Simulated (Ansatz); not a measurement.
# CH3BClNOS: the cost of one run

All numbers below are computed with Ansatz 0.2.0 (RKS PBE/def2-SVP).

## 1. The structure to begin with

Bond lengths: N1–B2 1.556 Å, B2–Cl3 1.830 Å, B2–O4 1.482 Å, O4–C5 1.381 Å, C5–S6 1.641 Å, N1–H7 1.059 Å, N1–H8 1.062 Å, C5–H9 1.145 Å. Angles: N1–B2–Cl3 117.6°, N1–B2–O4 121.4°, Cl3–B2–O4 120.9°, B2–N1–H7 102.5°, B2–N1–H8 104.3°, H7–N1–H8 106.2°, B2–O4–C5 124.5°, O4–C5–S6 121.6°, O4–C5–H9 121.2°, S6–C5–H9 117.2°.

Structure file:

```xyz
9

N     0.3805   -2.0570   -0.4007
B     0.2084   -0.6784    0.3010
Cl    0.5926   -0.5816    2.0880
O    -0.1599    0.5364   -0.4645
C    -0.3690    1.7803    0.0970
S    -0.8665    3.0579   -0.8054
H    -0.5775   -2.2212   -0.8205
H     1.0320   -1.8573   -1.2159
H    -0.1521    1.9746    1.2040
```

## 2. Relaxing end A

Contents of input.yaml:

```yaml
crystal:
  periodic: [false, false, false]
  atoms:
    - { symbol: "N", position_ang: [0.3805, -2.057, -0.4007] }
    - { symbol: B, position_ang: [0.2084, -0.6784, 0.301] }
    - { symbol: Cl, position_ang: [0.5926, -0.5816, 2.088] }
    - { symbol: O, position_ang: [-0.1599, 0.5364, -0.4645] }
    - { symbol: C, position_ang: [-0.369, 1.7803, 0.097] }
    - { symbol: S, position_ang: [-0.8665, 3.0579, -0.8054] }
    - { symbol: H, position_ang: [-0.5775, -2.2212, -0.8205] }
    - { symbol: H, position_ang: [1.032, -1.8573, -1.2159] }
    - { symbol: H, position_ang: [-0.1521, 1.9746, 1.204] }
basis:
  gaussian: { orbitals: def2-SVP }
hamiltonian:
  xc: pbe
relax:
  f_tol: 0.015
  max_steps: 40
output:
  orbitals: {}
```

Command:

```sh
$ ansatz run input.yaml --threads 2 --pin off --max-ram 3072MiB --backend cpu --events-out ev --progress --plain --runs-dir out
```

**Question.** How long does this run take on 2 threads of Arm Neoverse V2, shared host, and how much memory does it need?

About 39 s, with a peak of 0.21 GiB.
